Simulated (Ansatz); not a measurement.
# LiNb3: the cost of one run

Computed with Ansatz 0.2.0 (DFT PBE, scalar-relativistic, plane waves, PAW, unless a step's input says otherwise).

## Step 1: The starting structure

The structure is tetragonal, space group P4/mmm (No. 123). The conventional cell has a = 3.864 Å, b = 3.864 Å, c = 3.824 Å, α = 90.00°, β = 90.00°, γ = 90.00°. Around Li (site symmetry 4/mmm) lie 12 Nb at 2.72 to 2.73 Å. Nb (site symmetry mmm) is surrounded by 4 Li at 2.72 Å and 8 Nb at 2.72 to 2.73 Å. Around Nb (site symmetry 4/mmm) lie 8 Nb at 2.72 Å and 4 Li at 2.73 Å.

As a file:

```xyz
4
Lattice="3.8636 0.0000 0.0000 0.0000 3.8636 0.0000 0.0000 0.0000 3.8239" Properties=species:S:1:pos:R:3 pbc="T T T"
Li    0.0000    0.0000    0.0000
Nb    0.0000    1.9318    1.9119
Nb    1.9318    0.0000    1.9119
Nb    1.9318    1.9318    0.0000
```

(A quick probe on a coarse mesh, which set the mesh and smearing, is not shown.)

## Step 3: Rough relaxation on the coarse mesh

File input.yaml:

```yaml
crystal:
  lattice:
    - [3.86357007, 0.0, 0.0]
    - [0.0, 3.86357007, 0.0]
    - [0.0, 0.0, 3.8238579622]
  atoms:
    - { symbol: Li, position: [0.0, 0.0, 0.0] }
    - { symbol: Nb, position: [0.0, 0.5, 0.5] }
    - { symbol: Nb, position: [0.5, 0.0, 0.5] }
    - { symbol: Nb, position: [0.5, 0.5, 0.0] }
basis:
  ecutwfc: 420
kpoints:
  mp_grid: { grid: [4, 4, 4] }
hamiltonian:
  xc: pbe
scf:
  occupations: { method: gaussian, width: 0.1 }
  lower_state_search: "off"
output:
  forces: true
  stress: true
  eigenvalues: true
relax:
  adjacent_minimum: "off"
  f_tol: 0.04
  max_steps: 70
  cell: { stress_tol: 0.4 }
```

Command:

```sh
ansatz run input.yaml --threads 1 --pin off --max-ram 2560MiB --backend cpu --events-out ev --progress --plain --runs-dir out
```

Q: Estimate wall time and peak memory on 1 thread of Intel Xeon Platinum 8488C (Sapphire Rapids), shared host.

About 20 s, with a peak of 0.38 GiB.
